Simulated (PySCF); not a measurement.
# BrCl (Bromine monochloride): the cost of one run

The runs use PySCF 2.14.0, with density-fitted response routines of our own; the level of theory stands in each step. All values are computed, except where a source is named. Atoms count from 0, in the outputs and in this text.

**1. The molecule as given**

2 atoms, charge 0, multiplicity 1; geometry from: MMFF94s. The atoms were then displaced at random by about 0.03 Å, so the start is not that level's minimum.

Bonds of the start (Å): Cl0–Br1 2.24.

**2. Optimising the geometry at PBE0-D3(BJ)/def2-SVP**

Job settings and geometry (Å):

```
{"job": {"xc": "PBE0", "basis": "def2-SVP", "d3": "d3bj", "grid": 1, "shake": 0.03, "kind": "geom"}, "charge": 0, "multiplicity": 1}
Cl     1.139770    -0.076670     0.012540
Br    -1.095570    -0.013580    -0.006470
```

Run with:

```sh
$ OMP_NUM_THREADS=1 python probes_run.py task.json out
```

The driver reads the jobs from task.json and runs them one after another.

**Question.** How long does this first job take on 1 thread of Arm Neoverse V1, shared host, and how much memory does it need?

About 4.2 s, with a peak of 0.25 GiB.
